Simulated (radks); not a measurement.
**Sb²⁺ in [Kr] 4d9.5 5s2 5p1 6p0.5: an all-electron calculation**

Wanted: eigenvalues, radial structure and energy terms of the antimony ion Sb2+.

Method: scalar-relativistic Kohn-Sham, BP86, spin-polarised, spherical densities, finite nucleus; open shells are filled with parallel spins first. Code: radks (a radial shooting solver on a logarithmic mesh, Libxc functionals) version 1.

### 1 The atom as given

- element: antimony (Z = 51)
- charge: +2
- electrons: 49
- configuration: [Kr] 4d9.5 5s2 5p1 6p0.5
- nuclear rms radius: 4.6802 fm

### 2 Self-consistent calculation

Settings of this run:

```text
Z 51
configuration [Kr] 4d9.5 5s2 5p1 6p0.5 6s0 5d0 7p0
relativity scalar-relativistic
functional b88,p86
spin polarised
nucleus finite rms 4.6802 fm
c 137.035999084
```

Launch:

```sh
python run_ks.py task.json out
```

The same process makes all the runs of this session.

Q: Predict the outcome of this run.

As calculated:

```
                        quantity                   value
                    total energy     -6480.67751 hartree
exchange-correlation share of it                  2.63 %
                            −T/E                  1.0459
          highest occupied level        6p up, -9.082 eV
    most extended occupied level  6p up, <r> = 5.44 bohr
 radius at density 0.001 e/bohr³               3.96 bohr
    maxima of the radial density                       4
```

What this shows: The radial density shows 4 maxima for 6 occupied principal shells; where shells overlap, one shows as a shoulder or not at all. −T/E is 1.046: with relativity the kinetic term as defined here no longer equals −E. This is not the tabulated ground configuration, so its levels and sizes aren't those of the ground state, and no measured value stands beside it.
